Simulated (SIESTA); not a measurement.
Runs of SIESTA 5.4.2 on LaFePO. Symmetry: P4/nmm, No. 129, tetragonal system. The conventional cell has a = 4.069 Å, b = 4.069 Å, c = 9.085 Å, α = 90.00°, β = 90.00°, γ = 90.00°. La (site symmetry 4mm) is surrounded by 4 O at 2.38 Å. Around Fe (site symmetry -4m2) lie 4 P at 2.53 Å and 4 Fe at 2.88 Å. P (site symmetry 4mm) is surrounded by 4 Fe at 2.53 Å. O (site symmetry -4m2) is surrounded by 4 La at 2.38 Å. The cell is a database's computed one.

| task | level | potentials or basis | cell | gap on the mesh (eV) | pressure (GPa) | moment (μB) | largest force (eV/Å) |
| --- | --- | --- | --- | --- | --- | --- | --- |
| band structure | PBE | PseudoDojo 0.4 standard (PBE files), DZP (energy shift 0.003 Ry; two zetas on semicore shells) | as given | none | -2.6 | 6.49 | 1.40 |
| single point | PBEsol | PseudoDojo 0.4 standard (PBEsol files), DZP (energy shift 0.003 Ry; two zetas on semicore shells) | as given | none | (a) | 6.31 | 1.60 |
| single point | PBE | PseudoDojo 0.4 standard (PBE files), DZP (energy shift 0.003 Ry; two zetas on semicore shells) | as given | none | -2.6 | 6.49 | 1.40 |
| single point | PBEsol | PseudoDojo 0.4 standard (PBEsol files), DZP (energy shift 0.003 Ry; two zetas on semicore shells) | atoms moved at random, drawn with an rms of 0.05 Å | none | -7.6 | 6.20 | 1.67 |
| single point | PBE | PseudoDojo 0.4 standard (PBE files), DZP (energy shift 0.003 Ry; two zetas on semicore shells) | atoms moved at random, drawn with an rms of 0.05 Å | none | -3.2 | 6.40 | 1.46 |

Alike in all rows: spin collinear, ferromagnetic start; k mesh 7 × 7 × 3; smearing fermi-dirac 0.05 eV; grid cutoff 800 Ry; energy shift 0.003 Ry.

**Question.** Fill in the values left out.

**Answer.** (a) -6.9.

Caveats: short orbitals over semicore shells can move pressures by several GPa; the basis of atomic orbitals isn't converged, which shifts pressures, moduli and gaps; semilocal functionals often make such compounds metallic where correlation or magnetic order opens a gap, which also shifts bond lengths; only a ferromagnetic start was run, and an antiferromagnetic order may lie lower in energy; forces of over 1 eV/Å show positions far from the minimum, so gaps and moduli don't describe the material at rest (some runs); spin-orbit coupling is left out, which moves the levels of the heavy elements (some runs).

A k mesh can miss the band edges, and the runs leave out spin-orbit coupling on La.

A gap of «none» marks a metal or a gap under the smearing width.
